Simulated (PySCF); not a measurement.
# C2H6OSi2: the cost of one run

Programs: PySCF 2.14.0, with density-fitted response routines of our own. Each step states its level of theory. These are calculated values for one molecule in the gas phase, unless marked as measured. Atoms are numbered from 0 throughout.

## (1) The molecule as given

11 atoms, charge 0, multiplicity 1; geometry from: GFN2-xTB. The atoms were then displaced at random by about 0.01 Å, so the start is not that level's minimum.

Bonds of the start (Å): C0–C1 1.19, C1–Si2 1.86, Si2–Si3 2.25, Si3–O4 1.64, C0–H5 1.07, Si2–H6 1.49, Si2–H7 1.49, Si3–H8 1.46, Si3–H9 1.50, O4–H10 0.96.

## (2) Geometry optimisation at PBE0-D3(BJ)/def2-SVP

The job: settings as JSON, then the geometry in Å.

```
{"job": {"xc": "PBE0", "basis": "def2-SVP", "d3": "d3bj", "grid": 1, "shake": 0.01, "kind": "geom"}, "charge": 0, "multiplicity": 1}
C      1.557840     2.057830     1.104870
C      1.338790     0.989130     0.626420
Si     0.958880    -0.679150    -0.102590
Si    -1.266000    -1.023520    -0.217730
O     -2.046070     0.135590    -1.085910
H      1.720780     3.037320     1.513840
H      1.666160    -1.646090     0.782580
H      1.707770    -0.669550    -1.387130
H     -1.698780    -2.193690    -0.968030
H     -1.914720    -1.096340     1.131140
H     -1.986540     1.062660    -0.843280
```

Command:

```bash
$ OMP_NUM_THREADS=1 python probes_run.py task.json out
```

The driver reads the jobs from task.json and runs them one after another.

**Question.** How long does this first job take on 1 thread of Intel Xeon 6975P-C, shared host, and how much memory does it need?

About 44 s, with a peak of 0.46 GiB.
